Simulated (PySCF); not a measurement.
# C5H4F2O: runs on many settings, part 2 of 2

PySCF 2.14.0. Atoms count from 0. The steps go on from the part before.

## Step 4: TDDFT and polarisability: KT2/ANO-RCC-VDZP

Job settings and geometry (Å):

```
{"job": {"kind": "uv", "xc": "KT2", "basis": "ANO-RCC-VDZP", "nstates": 1, "ntriplets": 5, "tda": false}, "charge": 0, "multiplicity": 1}
C     -2.277790     0.098355     0.298819
O     -1.191241     0.340415    -0.588372
C     -0.113746    -0.449401    -0.409334
F     -0.390796    -1.793039    -0.451681
C      1.114249    -0.048670    -0.190450
C      2.149025     1.009229    -0.075135
C      2.539262    -0.244612    -0.082475
F      3.509943    -1.114368    -0.032235
H     -3.071913     0.771158    -0.015608
H     -1.991709     0.315956     1.332303
H     -2.620270    -0.936823     0.225783
H      2.346184     2.051112    -0.037641
```

Level: TDDFT KT2/ANO-RCC-VDZP, vertical, gas phase, core orbitals frozen in the response.

The log of the run:

```text
coarse grid: 11168 points
cycle   1  E = -474.7799084957  dE =  1.460e+00  |g| = 8.979e-01  |ddm| = 5.154e+00
cycle   2  E = -474.3994150788  dE =  3.805e-01  |g| = 1.689e+00  |ddm| = 2.165e+00
cycle   3  E = -474.9243513311  dE = -5.249e-01  |g| = 2.177e-01  |ddm| = 1.571e+00
cycle   4  E = -474.9340744056  dE = -9.723e-03  |g| = 1.037e-01  |ddm| = 3.923e-01
cycle   5  E = -474.9366821680  dE = -2.608e-03  |g| = 3.020e-02  |ddm| = 1.683e-01
cycle   6  E = -474.9368771773  dE = -1.950e-04  |g| = 1.415e-02  |ddm| = 5.618e-02
cycle   7  E = -474.9369254940  dE = -4.832e-05  |g| = 4.912e-03  |ddm| = 2.258e-02
cycle   8  E = -474.9369312455  dE = -5.751e-06  |g| = 1.638e-03  |ddm| = 7.365e-03
final grid: 111944 points
cycle   9  E = -474.9422856930  dE = -1.273e-07  |g| = 3.654e-02  |ddm| = 1.171e-01
cycle  10  E = -474.9413860072  dE =  8.997e-04  |g| = 7.757e-02  |ddm| = 8.644e-02
cycle  11  E = -474.9425204615  dE = -1.134e-03  |g| = 8.262e-03  |ddm| = 6.560e-02
cycle  12  E = -474.9425378506  dE = -1.739e-05  |g| = 1.720e-03  |ddm| = 1.235e-02
cycle  13  E = -474.9425385969  dE = -7.463e-07  |g| = 5.269e-04  |ddm| = 2.630e-03
cycle  14  E = -474.9425386550  dE = -5.809e-08  |g| = 1.610e-04  |ddm| = 6.205e-04
cycle  15  E = -474.9425386608  dE = -5.779e-09  |g| = 3.720e-05  |ddm| = 2.042e-04
cycle  16  E = -474.9425386610  dE = -2.387e-10  |g| = 1.773e-05  |ddm| = 5.668e-05
converged SCF energy = -474.9425386610

Static polarisability (au): isotropic 61.559, principal 37.225 57.442 90.011

Singlet excitations
state   eV       nm        f      main configurations
  1   3.8141    325.1   0.01713   H->L 0.97

Triplet excitations (Tamm-Dancoff, eV): 2.9179 4.3045 4.6173 4.8666 5.5254
```

It took 3.1 min on 1 thread, shared host.

Key values: HOMO -4.61 eV, LUMO -1.20 eV; lowest singlet 3.81 eV.

## Step 5: Excited states and response: PBE0/3-21G

Job settings and geometry (Å):

```
{"job": {"kind": "uv", "xc": "PBE0", "basis": "3-21G", "nstates": 25, "ntriplets": 2, "tda": false, "scf": {"max_cycle": 90}}, "charge": 0, "multiplicity": 1}
C     -4.305023     0.185891     0.564768
O     -2.251445     0.643384    -1.112023
C     -0.214980    -0.849368    -0.773641
F     -0.738604    -3.388844    -0.853677
C      2.105931    -0.091986    -0.359950
C      4.061657     1.907443    -0.142005
C      4.799205    -0.462317    -0.155878
F      6.633792    -2.106156    -0.060924
H     -5.805916     1.457489    -0.029499
H     -3.764330     0.597157     2.518053
H     -4.952310    -1.770595     0.426730
H      4.434288     3.876602    -0.071141
```

Level: TDDFT PBE0/3-21G, vertical, gas phase, core orbitals frozen in the response.

The log of the run:

```text
final grid: 111944 points
cycle   1  E = -459.7308195022  dE =  1.465e+00  |g| = 2.234e+00  |ddm| = 2.620e+00
cycle   2  E = -386.8381709731  dE =  7.289e+01  |g| = 8.373e+00  |ddm| = 8.651e+00
cycle   3  E = -427.9995600872  dE = -4.116e+01  |g| = 6.631e+00  |ddm| = 6.623e+00
cycle   4  E = -440.6510343127  dE = -1.265e+01  |g| = 5.156e+00  |ddm| = 4.871e+00
cycle   5  E = -435.3498472449  dE =  5.301e+00  |g| = 6.710e+00  |ddm| = 5.063e+00
cycle   6  E = -448.6007309924  dE = -1.325e+01  |g| = 4.514e+00  |ddm| = 3.367e+00
cycle   7  E = -450.8953516058  dE = -2.295e+00  |g| = 3.427e+00  |ddm| = 4.382e+00
cycle   8  E = -458.2390013563  dE = -7.344e+00  |g| = 3.067e+00  |ddm| = 3.957e+00
cycle   9  E = -454.2009021064  dE =  4.038e+00  |g| = 4.854e+00  |ddm| = 3.812e+00
cycle  10  E = -458.1131428880  dE = -3.912e+00  |g| = 3.300e+00  |ddm| = 3.566e+00
[... 70 cycles left out ...]
cycle  81  E = -448.8072843991  dE = -6.691e+01  |g| = 4.227e+00  |ddm| = 1.292e+01
cycle  82  E = -439.8660477254  dE =  8.941e+00  |g| = 4.546e+00  |ddm| = 6.465e+00
cycle  83  E = -448.5702294307  dE = -8.704e+00  |g| = 4.211e+00  |ddm| = 6.402e+00
cycle  84  E = -455.3705527486  dE = -6.800e+00  |g| = 3.620e+00  |ddm| = 2.376e+00
cycle  85  E = -451.7908814284  dE =  3.580e+00  |g| = 3.114e+00  |ddm| = 2.845e+00
cycle  86  E = -456.6758506861  dE = -4.885e+00  |g| = 2.988e+00  |ddm| = 4.281e+00
cycle  87  E = -442.6839070502  dE =  1.399e+01  |g| = 4.816e+00  |ddm| = 5.056e+00
cycle  88  E = -442.1224265160  dE =  5.615e-01  |g| = 4.483e+00  |ddm| = 3.363e+00
cycle  89  E = -449.4046131806  dE = -7.282e+00  |g| = 4.494e+00  |ddm| = 1.911e+00
cycle  90  E = -448.6429073717  dE =  7.617e-01  |g| = 4.528e+00  |ddm| = 6.984e-01
SCF not converged, last energy = -448.6429073717
```

Run time: 45 s. Hardware: 1 thread, shared host.

**What went wrong.** All coordinates were scaled by 1.89, as when Å and bohr are mixed up; on that geometry the gradient is still 4.5e+00 after 90 cycles. Cure: restore the coordinates. Numbers printed on the way are no properties of the molecule.

## Step 6: NMR shieldings: PBE0/6-31G in dichloromethane

Job settings and geometry (Å):

```
{"job": {"kind": "nmr", "xc": "PBE0", "basis": "6-31G", "solvent": "dichloromethane", "pop": false}, "charge": 0, "multiplicity": 1}
C     -2.277790     0.098355     0.298819
O     -1.191241     0.340415    -0.588372
C     -0.113746    -0.449401    -0.409334
F     -0.390796    -1.793039    -0.451681
C      1.114249    -0.048670    -0.190450
C      2.149025     1.009229    -0.075135
C      2.539262    -0.244612    -0.082475
F      3.509943    -1.114368    -0.032235
H     -3.071913     0.771158    -0.015608
H     -1.991709     0.315956     1.332303
H     -2.620270    -0.936823     0.225783
H      2.346184     2.051112    -0.037641
```

With the program's defaults for keys left out, this is: GIAO PBE0/6-31G NMR shielding, non-relativistic, IEF-PCM dichloromethane.

The log of the run:

```text
coarse grid: 11168 points
cycle   1  E = -466.9887373478  dE =  1.679e+00  |g| = 7.090e-01  |ddm| = 3.736e+00
cycle   2  E = -466.9020743239  dE =  8.666e-02  |g| = 1.003e+00  |ddm| = 1.822e+00
cycle   3  E = -467.0889034700  dE = -1.868e-01  |g| = 5.988e-02  |ddm| = 9.857e-01
cycle   4  E = -467.0894065771  dE = -5.031e-04  |g| = 4.165e-02  |ddm| = 1.059e-01
cycle   5  E = -467.0898294217  dE = -4.228e-04  |g| = 6.339e-03  |ddm| = 4.279e-02
cycle   6  E = -467.0898386982  dE = -9.277e-06  |g| = 2.225e-03  |ddm| = 9.455e-03
final grid: 111944 points
cycle   7  E = -467.0510833988  dE = -1.612e-05  |g| = 9.016e-03  |ddm| = 2.711e-02
cycle   8  E = -467.0510705957  dE =  1.280e-05  |g| = 1.242e-02  |ddm| = 1.883e-02
cycle   9  E = -467.0511006433  dE = -3.005e-05  |g| = 1.075e-03  |ddm| = 1.098e-02
cycle  10  E = -467.0511008964  dE = -2.531e-07  |g| = 2.419e-04  |ddm| = 1.155e-03
cycle  11  E = -467.0511009092  dE = -1.276e-08  |g| = 5.482e-05  |ddm| = 3.178e-04
cycle  12  E = -467.0511009098  dE = -5.592e-10  |g| = 2.621e-05  |ddm| = 8.006e-05
converged SCF energy = -467.0511009098

GIAO shielding tensors (ppm)
atom      isotropic    diamagn.    paramagn.     s11        s22        s33       span
  0 C      146.313     244.988     -98.675    111.809    126.977    200.151     88.342
  1 O      268.408     399.304    -130.897    224.335    267.165    313.722     89.387
  2 C       61.771     252.715    -190.944     30.343     74.081     80.888     50.545
  3 F      330.980     474.803    -143.824    283.448    342.002    367.489     84.041
  4 C      111.925     248.807    -136.882     52.902     79.031    203.842    150.939
  5 C      109.905     263.205    -153.299     26.157    116.904    186.655    160.497
  6 C       55.972     263.760    -207.788    -46.010    105.287    108.639    154.649
  7 F      306.371     467.998    -161.627    146.165    280.570    492.378    346.212
  8 H       28.772      29.303      -0.531     24.785     26.697     34.835     10.050
  9 H       29.257      28.504       0.753     25.389     27.336     35.046      9.657
 10 H       28.554      28.696      -0.142     24.066     27.326     34.270     10.204
 11 H       26.574      28.576      -2.002     24.519     25.311     29.892      5.372
```

Run time: 19 s. Hardware: 1 thread, shared host.

Key values: σ C6 56.0, C2 61.8, C5 109.9, C4 111.9, H11 26.57, H8 28.86 ppm (means over like atoms).

## Step 7: Comparing the runs: NMR shifts

Isotropic shieldings (ppm) of some atoms, chosen among heavy atoms and hydrogens apart, means over like atoms, with basis size and wall time:

| run | C6 | C2 | C4 | C0 | H11 | H8 | F3 | functions | time |
| --- | --- | --- | --- | --- | --- | --- | --- | --- | --- |
| PBE0/pcSseg-1 | 25.7 | 34.3 | 94.3 | 127.4 | 25.94 | 27.83 | 312.2 | 156 | 74 s |
| PBE0/6-31G in dichloromethane | 56.0 | 61.8 | 111.9 | 146.3 | 26.57 | 28.86 | 331.0 | 80 | 19 s |

## Step 8: Run by run: electronic excitations

Excitations and ground-state properties, with basis size and wall time:

| run | lowest singlet (eV) | brightest (eV) | f | gap (eV) | α (Å³) | μ (D) | functions | time |
| --- | --- | --- | --- | --- | --- | --- | --- | --- |
| PBE0/def2-SVPD | 4.34 | 6.60 | 0.079 | 5.46 | 9.71 | 2.39 | 201 | 89 s |
| KT2/ANO-RCC-VDZP | 3.81 | 3.81 | 0.017 | 3.41 | 9.12 | 2.36 | 132 | 3.1 min |

## Step 9: What came out

What follows sums up all 2 parts.

| quantity | value |
| --- | --- |
| ¹³C shifts against TMS (PBE0/pcSseg-1) | 161.2, 152.6, 92.7, 91.7, 59.5 ppm |
| ¹H shifts against TMS (PBE0/pcSseg-1, means over atoms taken as alike) | 5.78, 3.88 ppm |
| ¹⁷O shifts against H2O (PBE0/pcSseg-1) | 82.0 ppm |
| ¹⁹F shifts against CFCl3 (PBE0/pcSseg-1) | -125.3, -141.2 ppm |
| surface potential, 1st and 99th percentile | -1.21 V and 1.55 V |
| lowest singlet (PBE0/def2-SVPD) | 4.34 eV (286 nm), f = 0.028 |
| brightest single state of those computed | state 5, 6.60 eV, f = 0.079 |
| lowest triplet | 3.20 eV |
| range of the shielding of C6 | 25.7 to 56.0 ppm |
| range of the lowest singlet | 3.81 to 4.34 eV |
| property runs in this session | 5, of which 1 failed and 0 gave unsound results |

What this shows: Single values in the summary come from the first run of each kind that ended normally (PBE0/pcSseg-1; PBE0/def2-SVPD), which need not be the best level. The most deshielded hydrogen is H11 (hydrogen on an alkene CH), at 5.78 ppm: a vinylic proton, deshielded by the sp2 carbon and the C=C anisotropy. At PBE0/pcSseg-1: The widest tensor belongs to F7: span 357 ppm, with a paramagnetic part of -172 ppm. The first singlet state (HOMO→LUMO 0.98) lies at 4.34 eV and is weak; of the 6 states computed, the strongest absorption comes from state 5 at 6.60 eV. The lowest triplet lies 1.14 eV below the lowest singlet (triplets in Tamm-Dancoff, singlets in full TDDFT). States above −ε(HOMO) lie where TDDFT describes them poorly and they hang on the basis; the brightest is among them. Across the 2 runs the shielding of C6 moves most, between 25.7 (PBE0/pcSseg-1) and 56.0 ppm (PBE0/6-31G in dichloromethane). The lowest singlet runs from 3.81 eV (KT2/ANO-RCC-VDZP) to 4.34 eV (PBE0/def2-SVPD), while the orbital gap spans 3.41 to 5.46 eV. The lowest state need not be the same one in every run. The runs solved for a few states only, so the brightest column depends on that window.
